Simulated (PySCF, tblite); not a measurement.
# CH₁₃BN₂Si₃: geometry, infrared bands and NMR shifts

Wanted: the infrared bands and NMR shifts of CH₁₃BN₂Si₃ (`CBN([SiH3])[Si@@H](N)[SiH3]`), by calculation.

Programs: tblite 0.8.0 and PySCF 2.14.0, with density-fitted response routines of our own. Each step states its level of theory. These are calculated values for one molecule in the gas phase, unless marked as measured. Atoms are numbered from 0 throughout.

## (1) Starting geometry

20 atoms, charge 0, multiplicity 1; geometry from: force field or distance geometry start.

Bonds of the start (Å): C0–B1 1.59, B1–N2 1.52, N2–Si3 1.77, N2–Si4 1.75, Si4–N5 1.79, Si4–Si6 2.22, C0–H7 1.12, C0–H8 1.10, C0–H9 1.13, B1–H10 1.18, Si3–H11 1.49, Si3–H12 1.45, Si3–H13 1.48, Si4–H14 1.47, N5–H15 1.04, N5–H16 1.06, Si6–H17 1.47, Si6–H18 1.45, Si6–H19 1.49.

## (2) Optimising the geometry with GFN2-xTB

Job settings and geometry (Å):

```
{"job": {"kind": "relax", "xc": "GFN2-xTB", "basis": "xTB"}, "charge": 0, "multiplicity": 1}
C     -1.858100     2.114400    -0.280200
B     -0.904900     0.923200    -0.710700
N     -0.659100    -0.162500     0.317300
Si    -1.820100    -1.494500     0.249100
Si     1.001400    -0.675800     0.526000
N      1.502400    -1.981200    -0.585900
Si     2.497500     0.962100     0.368600
H     -2.138600     1.980100     0.799000
H     -1.393600     3.101400    -0.414600
H     -2.814200     2.013700    -0.868700
H     -0.991700     0.586000    -1.843000
H     -1.024100    -2.749600     0.225200
H     -2.688900    -1.507400    -0.906300
H     -2.596700    -1.468600     1.502900
H      1.115800    -1.217200     1.890200
H      2.075500    -1.608300    -1.371200
H      2.068700    -2.673200    -0.020300
H      2.527000     1.730400     1.626100
H      2.269400     1.829700    -0.776900
H      3.827000     0.307800     0.270300
```

Launch:

```sh
$ OMP_NUM_THREADS=1 python probes_run.py task.json out
```

The driver reads the jobs from task.json and runs them one after another.

**Question.** This job is followed by: GFN2-xTB harmonic vibrations, gas phase; GIAO PBE0/pcSseg-1 NMR shielding, non-relativistic, gas phase. What will the session give for the following? strongest single infrared mode (GFN2-xTB); zero-point energy (GFN2-xTB); 13C shifts against TMS (PBE0/pcSseg-1); 1H shifts against TMS (PBE0/pcSseg-1, means over atoms taken as alike); 11B shifts against BF3·OEt2 (PBE0/pcSseg-1); 15N shifts against NH3 (PBE0/pcSseg-1); 29Si shifts against TMS (PBE0/pcSseg-1).

As calculated:

| quantity | value |
| --- | --- |
| strongest single infrared mode (GFN2-xTB) | 696 cm⁻¹, 545 km/mol |
| zero-point energy (GFN2-xTB) | 86.0 kcal/mol |
| 13C shifts against TMS (PBE0/pcSseg-1) | 6.8 ppm |
| 1H shifts against TMS (PBE0/pcSseg-1, means over atoms taken as alike) | 5.78, 5.67, 4.86, 3.37, 0.65, -0.13 ppm |
| 11B shifts against BF3·OEt2 (PBE0/pcSseg-1) | 51.3 ppm |
| 15N shifts against NH3 (PBE0/pcSseg-1) | 124.6, 20.3 ppm |
| 29Si shifts against TMS (PBE0/pcSseg-1) | -1.0, -55.8, -121.9 ppm |

Relaxing lowered the energy by 1.391 eV in 157 steps; the close pair that moved most is B1–N2, from 1.515 to 1.406 Å. All 54 modes are real, so the xTB geometry is a minimum. The strongest single mode, at 696 cm⁻¹, moves mainly H14. Unscaled tight-binding wavenumbers are off by several per cent, some by more. Its intensities can rank the bands wrongly. At PBE0/pcSseg-1: Shielding is most anisotropic at N2 (span 235 ppm, paramagnetic term -189 ppm).
